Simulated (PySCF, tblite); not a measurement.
**C5H14GeSi: geometry, infrared bands and NMR shifts**

Wanted: the infrared bands and NMR shifts of C5H14GeSi (`C=C(C)[Si](C)(C)[GeH3]`), by calculation.

Programs: tblite 0.8.0 and PySCF 2.14.0, with density-fitted response routines of our own. Each step states its level of theory. These are calculated values for one molecule in the gas phase, unless marked as measured. Atoms are numbered from 0 throughout.

## (1) Starting geometry

21 atoms, charge 0, multiplicity 1; geometry from: force field or distance geometry start.

Bonds of the start (Å): C0–C1 1.34, C1–C2 1.49, C1–Si3 1.86, Si3–C4 1.86, Si3–C5 1.88, Si3–Ge6 2.31, C0–H7 1.09, C0–H8 1.09, C2–H9 1.12, C2–H10 1.11, C2–H11 1.12, C4–H12 1.11, C4–H13 1.12, C4–H14 1.10, C5–H15 1.12, C5–H16 1.10, C5–H17 1.11, Ge6–H18 1.54, Ge6–H19 1.56, Ge6–H20 1.54.

## (2) Optimising the geometry with GFN2-xTB

Job settings and geometry (Å):

```
{"job": {"kind": "relax", "xc": "GFN2-xTB", "basis": "xTB"}, "charge": 0, "multiplicity": 1}
C     -1.573500     1.077600     1.261400
C     -1.255200     0.378000     0.165300
C     -2.277800     0.098400    -0.875600
Si     0.492700    -0.245900    -0.011100
C      0.755600    -1.195400    -1.588900
C      0.884400    -1.383000     1.428100
Ge     1.947100     1.547800     0.033300
H     -0.845700     1.297200     2.041800
H     -2.586800     1.455800     1.392500
H     -3.137500    -0.464500    -0.430400
H     -1.878400    -0.494400    -1.719500
H     -2.670100     1.059500    -1.285300
H      0.079300    -2.074200    -1.614400
H      0.546400    -0.531200    -2.462100
H      1.807600    -1.526200    -1.648100
H      0.781500    -0.822600     2.395500
H      0.190800    -2.239700     1.429900
H      1.929700    -1.756800     1.332700
H      1.626500     2.487900    -1.147000
H      1.775200     2.314700     1.377600
H      3.399300     1.033900    -0.076000
```

Launch:

```
OMP_NUM_THREADS=1 python probes_run.py task.json out
```

One launch serves the whole session: the jobs run in the order shown.

Output:

```text
step      E/eV     max force
  0    -583.17494    1.198
  1    -583.30686    0.714
  2    -583.36487    0.667
  3    -583.39749    0.428
  4    -583.44432    0.474
  5    -583.46616    0.388
  6    -583.48915    0.407
  7    -583.51037    0.409
  8    -583.52680    0.377
  9    -583.53583    0.314
 10    -583.53971    0.169
 11    -583.54185    0.141
 12    -583.54393    0.181
 13    -583.54549    0.148
 14    -583.54633    0.068
 15    -583.54674    0.046
 16    -583.54702    0.047
 17    -583.54736    0.069
 18    -583.54773    0.062
 19    -583.54807    0.047
 20    -583.54835    0.038
 21    -583.54858    0.043
 22    -583.54877    0.047
 23    -583.54889    0.029
 24    -583.54898    0.028
 25    -583.54905    0.034
 26    -583.54913    0.024
 27    -583.54921    0.021
 28    -583.54927    0.017
 29    -583.54934    0.022
 30    -583.54939    0.022
 31    -583.54944    0.019
 32    -583.54948    0.014
 33    -583.54952    0.020
 34    -583.54958    0.025
 35    -583.54966    0.036
 36    -583.54975    0.037
 37    -583.54985    0.027
 38    -583.54997    0.037
 39    -583.55008    0.033
 40    -583.55015    0.020
 41    -583.55018    0.016
 42    -583.55021    0.016
 43    -583.55025    0.022
 44    -583.55031    0.025
 45    -583.55036    0.026
 46    -583.55042    0.017
 47    -583.55047    0.018
 48    -583.55053    0.023
 49    -583.55059    0.026
 50    -583.55065    0.024
 51    -583.55070    0.020
 52    -583.55075    0.021
 53    -583.55081    0.023
 54    -583.55091    0.037
 55    -583.55106    0.042
 56    -583.55125    0.034
 57    -583.55146    0.031
 58    -583.55167    0.032
 59    -583.55190    0.040
 60    -583.55216    0.044
 61    -583.55243    0.031
 62    -583.55272    0.036
 63    -583.55310    0.046
 64    -583.55366    0.081
 65    -583.55442    0.095
 66    -583.55529    0.089
 67    -583.55613    0.089
 68    -583.55697    0.096
 69    -583.55611    0.238
 70    -583.55868    0.112
 71    -583.55965    0.089
 72    -583.56162    0.200
 73    -583.56312    0.088
 74    -583.56375    0.046
 75    -583.56419    0.134
 76    -583.56481    0.084
 77    -583.56541    0.060
 78    -583.56697    0.072
 79    -583.56831    0.113
 80    -583.56943    0.123
 81    -583.57145    0.086
 82    -583.57326    0.100
 83    -583.57517    0.177
 84    -583.57241    0.522
 85    -583.57852    0.135
 86    -583.58071    0.105
 87    -583.58690    0.304
 88    -583.59166    0.165
 89    -583.59728    0.158
 90    -583.60457    0.269
 91    -583.61046    0.195
 92    -583.61375    0.176
 93    -583.61573    0.210
 94    -583.61756    0.156
 95    -583.61970    0.173
 96    -583.62221    0.177
 97    -583.62463    0.167
 98    -583.62766    0.139
 99    -583.63093    0.078
100    -583.63326    0.127
101    -583.63460    0.137
102    -583.63544    0.169
103    -583.63626    0.102
104    -583.63716    0.073
105    -583.63780    0.042
106    -583.63818    0.052
107    -583.63873    0.062
108    -583.63945    0.059
109    -583.63999    0.042
110    -583.64040    0.040
111    -583.64067    0.036
112    -583.64088    0.037
113    -583.64106    0.034
114    -583.64127    0.038
115    -583.64156    0.053
116    -583.64194    0.063
117    -583.64238    0.057
118    -583.64279    0.049
119    -583.64313    0.049
120    -583.64347    0.044
121    -583.64385    0.043
122    -583.64437    0.062
123    -583.64495    0.077
124    -583.64560    0.107
125    -583.64619    0.106
126    -583.64687    0.091
127    -583.64751    0.067
128    -583.64830    0.088
129    -583.64878    0.073
130    -583.64923    0.048
131    -583.64962    0.053
132    -583.65009    0.077
133    -583.65058    0.070
134    -583.65102    0.041
135    -583.65127    0.035
136    -583.65142    0.030
137    -583.65153    0.025
138    -583.65163    0.026
139    -583.65173    0.019
140    -583.65182    0.020
141    -583.65191    0.021
142    -583.65198    0.019
143    -583.65204    0.018
144    -583.65210    0.016
145    -583.65216    0.018
146    -583.65221    0.018
147    -583.65226    0.016
148    -583.65230    0.013
149    -583.65235    0.015
150    -583.65241    0.019
151    -583.65246    0.019
152    -583.65251    0.021
153    -583.65256    0.019
154    -583.65263    0.018
155    -583.65271    0.027
156    -583.65282    0.029
157    -583.65294    0.031
158    -583.65305    0.024
159    -583.65315    0.025
160    -583.65322    0.020
161    -583.65327    0.017
162    -583.65331    0.021
163    -583.65335    0.014
164    -583.65337    0.011
165    -583.65338    0.008
```

Run time: 5.8 s. Hardware: 1 thread of AMD EPYC, shared host.

The steps of the relaxation: (not every step is listed)

| step | energy from step 0 (eV) | largest force (eV/Å) |
| --- | --- | --- |
| 0 | 0.0000 | 1.1979 |
| 1 | -0.1319 | 0.7138 |
| 2 | -0.1899 | 0.6670 |
| 3 | -0.2225 | 0.4281 |
| 4 | -0.2694 | 0.4738 |
| 5 | -0.2912 | 0.3880 |
| 6 | -0.3142 | 0.4070 |
| 7 | -0.3354 | 0.4085 |
| 8 | -0.3519 | 0.3766 |
| 23 | -0.3740 | 0.0294 |
| 38 | -0.3750 | 0.0373 |
| 53 | -0.3759 | 0.0227 |
| 68 | -0.3820 | 0.0962 |
| 83 | -0.4002 | 0.1767 |
| 98 | -0.4527 | 0.1385 |
| 113 | -0.4661 | 0.0345 |
| 128 | -0.4734 | 0.0884 |
| 143 | -0.4771 | 0.0180 |
| 158 | -0.4781 | 0.0243 |
| 160 | -0.4783 | 0.0203 |
| 161 | -0.4783 | 0.0168 |
| 162 | -0.4784 | 0.0211 |
| 163 | -0.4784 | 0.0142 |
| 164 | -0.4784 | 0.0110 |
| 165 | -0.4784 | 0.0079 |

Distances of close pairs at the start and the end, largest changes first:

| bond | before (Å) | after (Å) | change (Å) |
| --- | --- | --- | --- |
| Ge6–H19 | 1.557 | 1.502 | -0.055 |
| Si3–C4 | 1.860 | 1.910 | +0.049 |
| Si3–Ge6 | 2.310 | 2.359 | +0.049 |
| Ge6–H20 | 1.544 | 1.502 | -0.042 |
| Ge6–H18 | 1.543 | 1.502 | -0.041 |
| C1–Si3 | 1.864 | 1.901 | +0.037 |
| C5–H15 | 1.123 | 1.087 | -0.036 |
| Si3–C5 | 1.876 | 1.909 | +0.034 |

The final coordinates are the input of the step that follows.

## (3) Harmonic vibrations with GFN2-xTB

Job settings and geometry (Å):

```
{"job": {"kind": "ir", "xc": "GFN2-xTB", "basis": "xTB"}, "charge": 0, "multiplicity": 1}
C     -1.490090     1.773772     0.323963
C     -1.275404     0.493754     0.058129
C     -2.407587    -0.454196    -0.193705
Si     0.487377    -0.212666    -0.028127
C      0.807630    -0.915957    -1.774368
C      0.685394    -1.622952     1.243757
Ge     2.056310     1.485749     0.440109
H     -0.673578     2.458244     0.506363
H     -2.481412     2.199911     0.374403
H     -2.385554    -1.265179     0.532610
H     -2.312228    -0.896413    -1.184045
H     -3.370026     0.049339    -0.126766
H      0.167882    -1.765826    -1.993071
H      0.633108    -0.162565    -2.537646
H      1.838054    -1.247743    -1.868699
H      0.471965    -1.274524     2.250569
H      0.021766    -2.456066     1.032311
H      1.703299    -2.003291     1.235946
H      2.064754     2.666972    -0.487008
H      1.959595     2.128329     1.794356
H      3.489824     1.038249     0.400447
```

Output:

```text
mode    cm-1     km/mol
  1      16.8      0.01
  2      76.7      0.02
  3      95.8      0.68
  4      97.8      0.10
  5     113.8      1.77
  6     118.2      0.03
  7     127.6      1.97
  8     146.2      0.25
  9     149.9      8.14
 10     169.0      4.56
 11     238.1      0.72
 12     345.6     25.11
 13     353.9     37.26
 14     371.1     25.14
 15     397.3      6.37
 16     401.9     19.81
 17     610.9     25.57
 18     675.9      0.45
 19     698.4     31.69
 20     734.7     17.98
 21     779.4      1.37
 22     797.2    821.08
 23     801.0     73.21
 24     829.1    100.16
 25     842.5     27.78
 26     897.7    133.06
 27     897.9     74.43
 28     910.8    114.29
 29     960.7     11.06
 30    1011.0     17.20
 31    1037.0      0.67
 32    1212.1      3.45
 33    1361.6     13.82
 34    1363.8      5.93
 35    1396.4      2.36
 36    1416.9      1.32
 37    1477.2      3.49
 38    1479.1      0.30
 39    1481.7      1.73
 40    1484.5      1.65
 41    1485.3      3.17
 42    1491.1      1.57
 43    1684.3      3.09
 44    1918.1    275.89
 45    2010.1    542.33
 46    2011.8    560.07
 47    3006.6     27.54
 48    3018.2     29.11
 49    3023.5     24.40
 50    3028.0      6.12
 51    3030.2     15.02
 52    3032.0     55.08
 53    3033.3     14.12
 54    3034.6      1.65
 55    3038.5     46.73
 56    3049.3     40.95
 57    3073.2     78.48
```

Run time: 3.2 s. Hardware: 1 thread of AMD EPYC, shared host.

The strongest bands and the atoms that carry them (share of the mass-weighted mode):

| cm⁻¹ | km/mol | atoms |
| --- | --- | --- |
| 797 | 821.1 | H19 22 %, H18 21 %, H20 19 % |
| 829 | 100.2 | H17 18 %, H14 17 %, H13 14 %, Si3 13 % |
| 898 | 133.1 | H19 48 %, H18 24 %, H20 20 % |
| 911 | 114.3 | H8 30 %, H7 23 %, C0 17 %, H20 14 % |
| 1918 | 275.9 | H19 34 %, H18 32 %, H20 32 % |
| 2010 | 542.3 | H20 51 %, H19 48 % |
| 2012 | 560.1 | H18 66 %, H19 17 %, H20 16 % |
| 3073 | 78.5 | H8 73 %, H7 17 % |

## (4) Shielding tensors: PBE0/pcSseg-1

Same as in step 3 but for these lines:

```diff
@@ -1,2 +1,2 @@
-{"job": {"kind": "ir", "xc": "GFN2-xTB", "basis": "xTB"}, "charge": 0, "multiplicity": 1}
+{"job": {"kind": "nmr", "xc": "PBE0", "basis": "pcSseg-1"}, "charge": 0, "multiplicity": 1}
 C     -1.490090     1.773772     0.323963
```

Level: GIAO PBE0/pcSseg-1 NMR shielding, non-relativistic, gas phase.

Output:

```text
coarse grid: 74336 points
cycle   1  E = -2564.4667741704  dE = -3.007e-01  |g| = 9.561e-01  |ddm| = 4.092e+00
cycle   2  E = -2564.4402938632  dE =  2.648e-02  |g| = 9.590e-01  |ddm| = 1.104e+00
cycle   3  E = -2564.5650945641  dE = -1.248e-01  |g| = 9.437e-02  |ddm| = 7.085e-01
cycle   4  E = -2564.5662495847  dE = -1.155e-03  |g| = 5.447e-02  |ddm| = 1.453e-01
cycle   5  E = -2564.5670158162  dE = -7.662e-04  |g| = 8.979e-03  |ddm| = 5.217e-02
cycle   6  E = -2564.5670367847  dE = -2.097e-05  |g| = 1.883e-03  |ddm| = 1.223e-02
cycle   7  E = -2564.5670375619  dE = -7.771e-07  |g| = 6.539e-04  |ddm| = 2.646e-03
final grid: 156216 points
cycle   8  E = -2564.5670708808  dE = -6.452e-08  |g| = 7.492e-04  |ddm| = 3.440e-03
cycle   9  E = -2564.5670708029  dE =  7.796e-08  |g| = 9.175e-04  |ddm| = 1.739e-03
cycle  10  E = -2564.5670710253  dE = -2.225e-07  |g| = 1.342e-04  |ddm| = 9.673e-04
cycle  11  E = -2564.5670710296  dE = -4.304e-09  |g| = 1.680e-05  |ddm| = 1.123e-04
cycle  12  E = -2564.5670710297  dE = -6.821e-11  |g| = 4.709e-06  |ddm| = 2.409e-05
converged SCF energy = -2564.5670710297

GIAO shielding tensors (ppm)
atom      isotropic    diamagn.    paramagn.     s11        s22        s33       span
  0 C       51.847     254.059    -202.212    -56.961     72.691    139.812    196.773
  1 C       31.183     265.711    -234.528    -84.156      3.740    173.963    258.119
  2 C      161.857     247.020     -85.163    149.261    150.295    186.016     36.755
  3 Si     355.408     882.227    -526.819    332.835    362.551    370.839     38.004
  4 C      187.293     254.735     -67.443    181.244    187.287    193.346     12.102
  5 C      187.417     254.773     -67.356    181.758    187.203    193.289     11.531
  6 Ge    1717.163    2759.295   -1042.133   1690.495   1704.022   1756.971     66.475
  7 H       26.095      33.527      -7.431     22.762     24.585     30.939      8.176
  8 H       25.762      31.276      -5.514     23.197     24.695     29.395      6.198
  9 H       29.678      30.400      -0.722     24.818     29.838     34.378      9.561
 10 H       29.684      30.414      -0.730     24.834     29.850     34.368      9.534
 11 H       29.755      29.776      -0.021     25.774     27.969     35.521      9.748
 12 H       31.202      31.859      -0.656     26.467     28.931     38.208     11.741
 13 H       31.505      31.841      -0.335     27.274     28.921     38.322     11.049
 14 H       31.465      31.015       0.450     26.821     29.354     38.219     11.398
 15 H       31.499      31.834      -0.336     27.207     28.971     38.318     11.112
 16 H       31.205      31.893      -0.688     26.420     28.954     38.241     11.821
 17 H       31.468      31.009       0.459     26.881     29.305     38.219     11.338
 18 H       28.680      31.071      -2.391     22.215     23.099     40.728     18.513
 19 H       28.688      31.058      -2.370     22.239     23.102     40.721     18.482
 20 H       28.846      30.515      -1.669     22.212     23.370     40.955     18.743
```

Wall time 1.7 min (1 thread of AMD EPYC, shared host); peak memory 0.94 GiB.

Shifts follow as δ = σ(reference) − σ, with reference shieldings (ppm) from runs at the same level and on the same kind of geometry: 1H TMS 31.72, 13C TMS 186.9, 29Si TMS 349.2, 73Ge GeMe4 1331. The references are single molecules in the gas phase. Atoms listed in one row are averaged.

| atoms | environment | σ (ppm) | δ (ppm) |
| --- | --- | --- | --- |
| C1 | fully substituted alkene carbon | 31.2 | 155.7 |
| C0 | terminal =CH2 carbon | 51.8 | 135.1 |
| C2 | allylic methyl carbon | 161.9 | 25.1 |
| C4, C5 | methyl carbon bonded to Si | 187.4 | -0.4 |
| H8 | hydrogen on a terminal =CH2 carbon | 25.76 | 5.95 |
| H7 | hydrogen on a terminal =CH2 carbon | 26.10 | 5.62 |
| H18, H19, H20 | hydrogen on a germanium bonded to Si | 28.74 | 2.98 |
| H9, H10, H11 | hydrogen on an allylic methyl carbon | 29.71 | 2.01 |
| H12, H13, H14, H15, H16, H17 | hydrogen on a methyl carbon bonded to Si | 31.39 | 0.33 |
| Si3 | silicon bonded to 3 C, Ge | 355.4 | -6.3 |
| Ge6 | germanium bonded to Si, 3 H | 1717 | -386 |

Charges from the same density, by scheme (e):

| atoms | Mulliken | IAO | Hirshfeld | ESP fit |
| --- | --- | --- | --- | --- |
| C0 | -0.09 | -0.30 | -0.10 | -0.62 |
| C1 | -0.63 | -0.23 | -0.08 | 0.12 |
| C2 | -0.19 | -0.42 | -0.12 | -0.37 |
| Si3 | 0.90 | 0.81 | 0.33 | 0.61 |
| C4, C5 | -0.61 | -0.71 | -0.21 | -0.63 |
| Ge6 | -0.24 | 0.13 | 0.18 | -0.03 |

Mayer bond orders: C0–C1 1.99, C1–C2 1.05, C1–Si3 0.81, Si3–C4 0.98, Si3–C5 0.97, Si3–Ge6 0.89.

## (5) What came out

| quantity | value |
| --- | --- |
| strongest single infrared mode (GFN2-xTB) | 797 cm⁻¹, 821 km/mol |
| zero-point energy (GFN2-xTB) | 103.4 kcal/mol |
| 13C shifts against TMS (PBE0/pcSseg-1, means over atoms taken as alike) | 155.7, 135.1, 25.1, -0.4 ppm |
| 1H shifts against TMS (PBE0/pcSseg-1, means over atoms taken as alike) | 5.95, 5.62, 2.98, 2.01, 0.33 ppm |
| 29Si shifts against TMS (PBE0/pcSseg-1) | -6.3 ppm |
| 73Ge shifts against GeMe4 (PBE0/pcSseg-1) | -386 ppm |

What this shows: Over 165 steps the energy fell by 0.478 eV; of the close pairs, Ge6–H19 changed most, 1.557 to 1.502 Å. No mode is imaginary among the 57: a minimum at this level. Unscaled tight-binding wavenumbers are off by several per cent, some by more. Its intensities can rank the bands wrongly. The most deshielded carbon is C1 (fully substituted alkene carbon), at 155.7 ppm: as expected for a trigonal carbon in a double bond. At PBE0/pcSseg-1: Shielding is most anisotropic at C1 (span 258 ppm, paramagnetic term -235 ppm). Spin-orbit coupling is left out, which matters for shieldings and couplings at and beside the heavy atoms.
